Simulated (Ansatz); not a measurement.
**ZrF+ (triplet): energies up the ladder**

Aim: energies up the ladder, for ZrF+ (triplet), with the cost of each level. Charge +1. Spin multiplicity 3.

Program: Ansatz 0.2.0. Level of theory: the levels named in each step. These are calculated values, not measurements.

## (1) The starting structure

Bond lengths: F1–Zr2 2.300 Å.

As a file:

```xyz
2

F     0.0000    0.0000    0.0000
Zr    0.0000    0.0000    2.3004
```

## (2) A rough first relaxation, PBE-D4/def2-SVP

The input, input.yaml:

```yaml
crystal:
  periodic: [false, false, false]
  atoms:
    - { symbol: F, position_ang: [0.0, 0.0, 0.0] }
    - { symbol: Zr, position_ang: [0.0, 0.0, 2.30044] }
magnetization:
  spin_polarized: true
  initial_magnetization: 2
total_charge: 1
basis:
  gaussian: { orbitals: def2-SVP }
hamiltonian:
  xc: pbe
  dispersion: d4
relax:
  f_tol: 0.03
  max_steps: 200
```

The run is started by

```
ansatz run input.yaml --threads 2 --pin off --max-ram 5120MiB --backend cpu --events-out ev --progress --plain --runs-dir out
```

Standard output, cut to the lines that bear on the results:

```text
Warning: RAYON_NUM_THREADS=2 ignored (pool sized by the plan → 2); use --threads N
[...]
Functional definition: PBE
[...]
426 factors; their error is unknown
[...]
mean field -3983.05602198 eV, -146.3746089955 hartree, gradient 5.0e-7 eV, S^2 2.011015; 17 other end points of the search recorded, 0 dependent functions left out
[...]
reference -3983.05608189 eV, -146.3746111970 hartree; 11, 9 occupied and 34, 36 virtual orbitals, 426 factors
relax step   1: F+E_penalty+E_count = -3983.08048915 eV  Δ(F+E_penalty+E_count) = +0.000e0 eV  max|allowed force component| = 5.086e0 eV/Å  Δτ_max = 0.0000 Å  (940 SCF iters, accepted)
[...]
relax step   3: F+E_penalty+E_count = -3984.71259846 eV  Δ(F+E_penalty+E_count) = +4.175e-2 eV  max|allowed force component| = 3.372e0 eV/Å  Δτ_max = 0.0801 Å  (46 SCF iters, rejected (line search))
[...]
relax step   4: F+E_penalty+E_count = -3984.84235289 eV  Δ(F+E_penalty+E_count) = -8.801e-2 eV  max|allowed force component| = 1.173e-2 eV/Å  Δτ_max = 0.0391 Å  (42 SCF iters, accepted)
426 factors; their error is unknown
[...]
mean field -3984.81662339 eV, -146.4393099038 hartree, gradient 3.1e-6 eV, S^2 2.002672; 16 other end points of the search recorded, 0 dependent functions left out
[...]
reference -3984.81667908 eV, -146.4393119503 hartree; 11, 9 occupied and 34, 36 virtual orbitals, 426 factors
Total energy: -3984.84240858 eV, -146.4402574921 hartree
Atom 0 at    -0.000000     0.000000     0.234052 Å, force     0.000000    -0.000000    -0.011729 eV/Å
Atom 1 at     0.000000    -0.000000     2.066388 Å, force    -0.000000     0.000000     0.011729 eV/Å
Dipole moment:    -0.000000     0.000000     0.918173 e Å
```

Wall time 51 s (2 threads of Intel Xeon at 2.50GHz (Skylake/Cascade Lake), shared host); peak memory 0.14 GiB.

Step by step:

| step | E - E(step 1) (eV) | largest force component (eV/Å) |
| --- | --- | --- |
| 1 | 0.0000 | 5.0862 |
| 2 | -1.6739 | 2.1191 |
| 3 | -1.6321 | 3.3719 |
| 4 | -1.7619 | 0.0117 |

Step 1 is the start. Step 3 was tried and not accepted.

Before: Bond lengths: F1–Zr2 2.300 Å.

After: Bond lengths: F1–Zr2 1.832 Å.

## (3) Relaxation, PBE0-D4/def2-TZVPP

The input, input.yaml:

```yaml
crystal:
  periodic: [false, false, false]
  atoms:
    - { symbol: F, position_ang: [0.0, 0.0, 0.23405195] }
    - { symbol: Zr, position_ang: [0.0, 0.0, 2.06638805] }
magnetization:
  spin_polarized: true
  initial_magnetization: 2
total_charge: 1
basis:
  gaussian: { orbitals: def2-TZVPP }
hamiltonian:
  xc: pbe0
  dispersion: d4
relax:
  f_tol: 0.002
  max_steps: 150
```

The run is started by

```
ansatz run input.yaml --threads 2 --pin off --max-ram 5120MiB --backend cpu --events-out ev --progress --plain --runs-dir out
```

Standard output, cut to the lines that bear on the results:

```text
Warning: RAYON_NUM_THREADS=2 ignored (pool sized by the plan → 2); use --threads N
[...]
Functional definition: PBE0
[...]
546 factors; their error is unknown
[...]
mean field -3987.86609803 eV, -146.5513760298 hartree, gradient 7.9e-8 eV, S^2 2.002690; 9 other end points of the search recorded, 0 dependent functions left out
[...]
reference -3987.86612618 eV, -146.5513770645 hartree; 11, 9 occupied and 76, 78 virtual orbitals, 546 factors
relax step   1: F+E_penalty+E_count = -3987.88742939 eV  Δ(F+E_penalty+E_count) = +0.000e0 eV  max|allowed force component| = 5.842e-1 eV/Å  Δτ_max = 0.0000 Å  (415 SCF iters, accepted)
[...]
relax step   4: F+E_penalty+E_count = -3987.89289658 eV  Δ(F+E_penalty+E_count) = +6.407e-8 eV  max|allowed force component| = 3.042e-3 eV/Å  Δτ_max = 0.0001 Å  (92 SCF iters, rejected (line search))
[...]
relax step   5: F+E_penalty+E_count = -3987.89289671 eV  Δ(F+E_penalty+E_count) = -7.524e-8 eV  max|allowed force component| = 1.918e-6 eV/Å  Δτ_max = 0.0000 Å  (88 SCF iters, accepted)
546 factors; their error is unknown
[...]
mean field -3987.87151596 eV, -146.5515751350 hartree, gradient 8.5e-8 eV, S^2 2.002625; 10 other end points of the search recorded, 0 dependent functions left out
[...]
reference -3987.87154405 eV, -146.5515761675 hartree; 11, 9 occupied and 76, 78 virtual orbitals, 546 factors
Total energy: -3987.89292481 eV, -146.5523618958 hartree
Atom 0 at     0.000000     0.000000     0.243265 Å, force    -0.000000     0.000000    -0.000002 eV/Å
Atom 1 at    -0.000000    -0.000000     2.057175 Å, force     0.000000    -0.000000     0.000002 eV/Å
Dipole moment:     0.000000    -0.000000     0.975685 e Å
```

It took 81 s on 2 threads of Intel Xeon at 2.50GHz (Skylake/Cascade Lake), shared host; peak memory 0.22 GiB.

Relaxation path:

| step | energy from step 1 (eV) | largest force component (eV/Å) |
| --- | --- | --- |
| 1 | 0.0000 | 0.5842 |
| 2 | -0.0053 | 0.1112 |
| 3 | -0.0055 | 0.0022 |
| 4 | -0.0055 | 0.0030 |
| 5 | -0.0055 | 0.0000 |

Step 1 is the start. Step 4 was tried and not accepted.

Before: Bond lengths: F1–Zr2 1.832 Å.

After: Bond lengths: F1–Zr2 1.814 Å.

## (4) Frequencies, PBE0-D4/def2-TZVPP

The input, input.yaml:

```yaml
crystal:
  periodic: [false, false, false]
  atoms:
    - { symbol: F, position_ang: [0.0, 0.0, 0.24326504] }
    - { symbol: Zr, position_ang: [0.0, 0.0, 2.05717496] }
magnetization:
  spin_polarized: true
  initial_magnetization: 2
total_charge: 1
basis:
  gaussian: { orbitals: def2-TZVPP }
hamiltonian:
  xc: pbe0
  dispersion: d4
phonons: {}
```

The run is started by

```
ansatz run input.yaml --threads 2 --pin off --max-ram 5120MiB --backend cpu --events-out ev --progress --plain --runs-dir out
```

Standard output, cut to the lines that bear on the results:

```text
Warning: RAYON_NUM_THREADS=2 ignored (pool sized by the plan → 2); use --threads N
[...]
[... 1 set-up line as earlier in the session ...]
[...]
546 factors; their error is unknown
[...]
mean field -3987.87151590 eV, -146.5515751329 hartree, gradient 3.2e-8 eV, S^2 2.002625; 9 other end points of the search recorded, 0 dependent functions left out
[...]
reference -3987.87154399 eV, -146.5515761653 hartree; 11, 9 occupied and 76, 78 virtual orbitals, 546 factors
[...]
546 factors; their error is unknown
mean field -3987.87151590 eV, -146.5515751331 hartree, gradient 1.3e-6 eV, S^2 2.002625; 0 other end points of the search recorded, 0 dependent functions left out
[...]
reference -3987.87154400 eV, -146.5515761655 hartree; 11, 9 occupied and 76, 78 virtual orbitals, 546 factors
[...]
546 factors; their error is unknown
[...]
reference -3987.87154400 eV, -146.5515761655 hartree; 11, 9 occupied and 76, 78 virtual orbitals, 546 factors
[...]
546 factors; their error is unknown
mean field -3987.87141926 eV, -146.5515715813 hartree, gradient 2.1e-6 eV, S^2 2.002633; 0 other end points of the search recorded, 0 dependent functions left out
[...]
reference -3987.87144736 eV, -146.5515726140 hartree; 11, 9 occupied and 76, 78 virtual orbitals, 546 factors
[...]
546 factors; their error is unknown
[...]
mean field -3987.87140484 eV, -146.5515710516 hartree, gradient 1.2e-6 eV, S^2 2.002616; 0 other end points of the search recorded, 0 dependent functions left out
[...]
reference -3987.87143293 eV, -146.5515720839 hartree; 11, 9 occupied and 76, 78 virtual orbitals, 546 factors
Total energy: -3987.89292475 eV, -146.5523618937 hartree
Atom 0 at     0.000000     0.000000     0.243265 Å, force    -0.000000    -0.000000    -0.000001 eV/Å
Atom 1 at     0.000000     0.000000     2.057175 Å, force     0.000000    -0.000000     0.000001 eV/Å
Dipole moment:     0.000000    -0.000000     0.975685 e Å
Vibrations: 758.08 cm⁻¹, zero-point energy 0.046995 eV
```

Wall time 48 s (2 threads of Intel Xeon at 2.50GHz (Skylake/Cascade Lake), shared host); peak memory 0.21 GiB.

Harmonic frequencies (cm⁻¹; negative: imaginary): 758.

## (5) Single point, PBE-D4/def2-TZVPP

input.yaml, as its differences from that of step 4:

```diff
@@ -12,4 +12,3 @@
 hamiltonian:
-  xc: pbe0
+  xc: pbe
   dispersion: d4
-phonons: {}
```

The run is started by

```
ansatz run input.yaml --threads 2 --pin off --max-ram 5120MiB --backend cpu --events-out ev --progress --plain --runs-dir out
```

Standard output, cut to the lines that bear on the results:

```text
Warning: RAYON_NUM_THREADS=2 ignored (pool sized by the plan → 2); use --threads N
[...]
[... 1 set-up line as earlier in the session ...]
[...]
468 factors; their error is unknown
[...]
mean field -3988.53016105 eV, -146.5757798957 hartree, gradient 9.4e-6 eV, S^2 2.002394; 13 other end points of the search recorded, 0 dependent functions left out
reference -3988.53019955 eV, -146.5757813105 hartree; 11, 9 occupied and 76, 78 virtual orbitals, 468 factors
Total energy: -3988.55599096 eV, -146.5767291274 hartree
```

Wall time 24 s (2 threads of Intel Xeon at 2.50GHz (Skylake/Cascade Lake), shared host); peak memory 0.18 GiB.

## (6) Single point, r2SCAN-D4/def2-TZVPP

input.yaml, as its differences from that of step 5:

```diff
@@ -12,3 +12,3 @@
 hamiltonian:
-  xc: pbe
+  xc: r2scan
   dispersion: d4
```

The run is started by

```
ansatz run input.yaml --threads 2 --pin off --max-ram 5120MiB --backend cpu --events-out ev --progress --plain --runs-dir out
```

Standard output, cut to the lines that bear on the results:

```text
Warning: RAYON_NUM_THREADS=2 ignored (pool sized by the plan → 2); use --threads N
[...]
Functional definition: r2SCAN
[...]
468 factors; their error is unknown
[...]
mean field -3990.36390614 eV, -146.6431687849 hartree, gradient 1.5e-6 eV, S^2 2.003972; 21 other end points of the search recorded, 0 dependent functions left out
reference -3990.36391872 eV, -146.6431692472 hartree; 11, 9 occupied and 76, 78 virtual orbitals, 468 factors
Total energy: -3990.36877426 eV, -146.6433476848 hartree
```

Wall time 57 s (2 threads of Intel Xeon at 2.50GHz (Skylake/Cascade Lake), shared host); peak memory 0.23 GiB.

## (7) Single point, B3LYP-D4/def2-TZVPP

input.yaml, as its differences from that of step 6:

```diff
@@ -12,3 +12,3 @@
 hamiltonian:
-  xc: r2scan
+  xc: { name: B3LYP }
   dispersion: d4
```

The run is started by

```
ansatz run input.yaml --threads 2 --pin off --max-ram 5120MiB --backend cpu --events-out ev --progress --plain --runs-dir out
```

Standard output:

```text
Warning: RAYON_NUM_THREADS=2 ignored (pool sized by the plan → 2); use --threads N
Engine: ansatz 0.2.0, x86_64-unknown-linux-gnu
Functional definition: B3LYP
  parameter a0 = 0.2
  parameter ax = 0.72
  parameter ac = 0.81
  exchange = (1 - a0 - ax)*slater_x + ax*b88_x + a0*exact_x
  correlation = (1 - ac)*vwn_rpa_c + ac*lyp_c
502 factors; their error is unknown
mean field evaluation 1: about -3969.7789 eV, gradient 8.1e1 eV
mean field evaluation 2: about -3640.9589 eV, gradient 1.7e2 eV
mean field evaluation 4: about -3988.2814 eV, gradient 2.3e1 eV
mean field evaluation 8: about -3990.3674 eV, gradient 6.2e-1 eV
mean field evaluation 16: about -3990.4407 eV, gradient 1.3e-2 eV
mean field evaluation 32: about -3991.2037 eV, gradient 2.4e-5 eV
mean field evaluation 64: about -3991.2003 eV, gradient 7.3e-1 eV
mean field -3991.20373906 eV, -146.6740320753 hartree, gradient 1.2e-6 eV, S^2 2.001556; 4 other end points of the search recorded, 0 dependent functions left out
reference -3991.20392239 eV, -146.6740388128 hartree; 11, 9 occupied and 76, 78 virtual orbitals, 502 factors
Total energy: -3991.24724759 eV, -146.6756309843 hartree
```

It took 12 s on 2 threads of Intel Xeon at 2.50GHz (Skylake/Cascade Lake), shared host; peak memory 0.2 GiB.

## (8) Single point, wB97M-V/def2-TZVPP

input.yaml, as its differences from that of step 7:

```diff
@@ -12,3 +12,2 @@
 hamiltonian:
-  xc: { name: B3LYP }
-  dispersion: d4
+  xc: { name: wB97M-V }
```

The run is started by

```
ansatz run input.yaml --threads 2 --pin off --max-ram 5120MiB --backend cpu --events-out ev --progress --plain --runs-dir out
```

Standard output, cut to the lines that bear on the results:

```text
Warning: RAYON_NUM_THREADS=2 ignored (pool sized by the plan → 2); use --threads N
[...]
Functional definition: wB97M-V
[...]
  gx(w, u) = 1 - cx + cx01*u + cx10*w
  gss(w, u) = css00 + css04*u^4 + css10*w + css20*w^2 + css43*w^4*u^3
  gos(w, u) = cos00 + cos10*w + (cos20 + cos21*u)*w^2 + (cos60 + cos61*u)*w^6
[...]
      + integral(e_c_pw_mod_opposite_spin*gos(b97_w_opposite, b97_u_opposite)) + vv10(b, c)
486 factors; their error is unknown
115 factors; integrals over basis functions are off by at most 1.9e-4 eV
[...]
mean field -3987.88348336 eV, -146.5520149291 hartree, gradient 7.2e-6 eV, S^2 2.001718; 7 other end points of the search recorded, 0 dependent functions left out
reference -3987.88352672 eV, -146.5520165226 hartree; 11, 9 occupied and 76, 78 virtual orbitals, 486 factors
Total energy: -3987.88352672 eV, -146.5520165226 hartree
```

Wall time 48 s (2 threads of Intel Xeon at 2.50GHz (Skylake/Cascade Lake), shared host); peak memory 0.34 GiB.

## (9) Single point, B2PLYP/def2-TZVPP

input.yaml, as its differences from that of step 8:

```diff
@@ -12,2 +12,2 @@
 hamiltonian:
-  xc: { name: wB97M-V }
+  xc: { name: B2PLYP }
```

The run is started by

```
ansatz run input.yaml --threads 2 --pin off --max-ram 5120MiB --backend cpu --events-out ev --progress --plain --runs-dir out
```

Standard output, cut to the lines that bear on the results:

```text
Warning: RAYON_NUM_THREADS=2 ignored (pool sized by the plan → 2); use --threads N
[...]
Functional definition: B2PLYP
[...]
583 factors; integrals over basis functions are off by at most 1.5e-3 eV
[...]
mean field -3982.57685079 eV, -146.3569997790 hartree, gradient 2.2e-6 eV, S^2 2.002503; 9 other end points of the search recorded, 0 dependent functions left out
1 core orbitals not correlated: weight in the atoms' cores, before any rotation towards them, 1.000 or more for the frozen orbitals, at most 0.000 for the correlated occupied ones
reference -3982.57696600 eV, -146.3570040128 hartree; 10, 8 occupied and 76, 78 virtual orbitals, 583 factors
second order -16.65569876 eV of doubles, -0.00000000 eV of singles
Total energy: -3987.07400466 eV, -146.5222671356 hartree
```

It took 20 s on 2 threads of Intel Xeon at 2.50GHz (Skylake/Cascade Lake), shared host; peak memory 0.21 GiB.

## (10) Single point, LDA/def2-TZVPP

input.yaml, as its differences from that of step 9:

```diff
@@ -12,2 +12,2 @@
 hamiltonian:
-  xc: { name: B2PLYP }
+  xc: lda
```

The run is started by

```
ansatz run input.yaml --threads 2 --pin off --max-ram 5120MiB --backend cpu --events-out ev --progress --plain --runs-dir out
```

Standard output, cut to the lines that bear on the results:

```text
Warning: RAYON_NUM_THREADS=2 ignored (pool sized by the plan → 2); use --threads N
[...]
Functional definition: SPW92
[...]
468 factors; their error is unknown
[...]
mean field -3970.00979228 eV, -145.8951688972 hartree, gradient 8.2e-6 eV, S^2 2.002479; 15 other end points of the search recorded, 0 dependent functions left out
reference -3970.00982329 eV, -145.8951700367 hartree; 11, 9 occupied and 76, 78 virtual orbitals, 468 factors
Total energy: -3970.00982329 eV, -145.8951700367 hartree
```

It took 8.9 s on 2 threads of Intel Xeon at 2.50GHz (Skylake/Cascade Lake), shared host; peak memory 0.17 GiB.

## (11) Single point, PBE0-D4/def2-SVP

input.yaml, as its differences from that of step 10:

```diff
@@ -10,4 +10,5 @@
 basis:
-  gaussian: { orbitals: def2-TZVPP }
+  gaussian: { orbitals: def2-SVP }
 hamiltonian:
-  xc: lda
+  xc: pbe0
+  dispersion: d4
```

The run is started by

```
ansatz run input.yaml --threads 2 --pin off --max-ram 5120MiB --backend cpu --events-out ev --progress --plain --runs-dir out
```

Standard output, cut to the lines that bear on the results:

```text
Warning: RAYON_NUM_THREADS=2 ignored (pool sized by the plan → 2); use --threads N
[...]
[... 1 set-up line as earlier in the session ...]
[...]
456 factors; integrals over basis functions are off by at most 8.1e-4 eV
[...]
mean field -3984.13747726 eV, -146.4143517439 hartree, gradient 1.3e-6 eV, S^2 2.002682; 6 other end points of the search recorded, 0 dependent functions left out
reference -3984.13751991 eV, -146.4143533114 hartree; 11, 9 occupied and 34, 36 virtual orbitals, 456 factors
Total energy: -3984.15890067 eV, -146.4151390397 hartree
```

It took 12 s on 2 threads of Intel Xeon at 2.50GHz (Skylake/Cascade Lake), shared host; peak memory 0.14 GiB.

## (12) Single point, PBE-D4/def2-SVP

input.yaml, as its differences from that of step 11:

```diff
@@ -12,3 +12,3 @@
 hamiltonian:
-  xc: pbe0
+  xc: pbe
   dispersion: d4
```

The run is started by

```
ansatz run input.yaml --threads 2 --pin off --max-ram 5120MiB --backend cpu --events-out ev --progress --plain --runs-dir out
```

Standard output, cut to the lines that bear on the results:

```text
Warning: RAYON_NUM_THREADS=2 ignored (pool sized by the plan → 2); use --threads N
[...]
[... 1 set-up line as earlier in the session ...]
[...]
426 factors; their error is unknown
[...]
mean field -3984.81053065 eV, -146.4390859999 hartree, gradient 4.1e-6 eV, S^2 2.002566; 17 other end points of the search recorded, 0 dependent functions left out
reference -3984.81058619 eV, -146.4390880407 hartree; 11, 9 occupied and 34, 36 virtual orbitals, 426 factors
Total energy: -3984.83637760 eV, -146.4400358576 hartree
```

It took 14 s on 2 threads of Intel Xeon at 2.50GHz (Skylake/Cascade Lake), shared host; peak memory 0.13 GiB.

## (13) Geometries side by side

| level | F1–Zr2 (Å) | rotational constants (MHz) | highest frequency (cm⁻¹) | CPU time |
| --- | --- | --- | --- | --- |
| PBE0-D4/def2-TZVPP | 1.8139 | 9793.2 | 758 | 2.6 min |

Constants are for the commonest isotopes at the equilibrium geometry; times are CPU times of the relaxations.

## (14) Total energies

| level | energy (eV) | CPU time |
| --- | --- | --- |
| PBE-D4/def2-TZVPP | -3988.5560 | 45 s |
| r2SCAN-D4/def2-TZVPP | -3990.3688 | 1.8 min |
| B3LYP-D4/def2-TZVPP | -3991.2472 | 23 s |
| wB97M-V/def2-TZVPP | -3987.8835 | 92 s |
| B2PLYP/def2-TZVPP | -3987.0740 | 38 s |
| LDA/def2-TZVPP | -3970.0098 | 16 s |
| PBE0-D4/def2-SVP | -3984.1589 | 23 s |
| PBE-D4/def2-SVP | -3984.8364 | 27 s |

## (15) Summary of results

| quantity | value |
| --- | --- |
| F1–Zr2 at PBE0-D4/def2-TZVPP | 1.814 Å |
| frequencies at PBE0-D4/def2-TZVPP | 758 cm⁻¹ |
| energy at PBE-D4/def2-SVP | -3984.836 eV |

No mode is imaginary, so the geometry is a minimum. These totals serve in differences with atoms or fragments at the same level; alone they don't rank the methods. Heavy atoms carry effective core potentials in def2 sets, and spin-orbit coupling is left out.
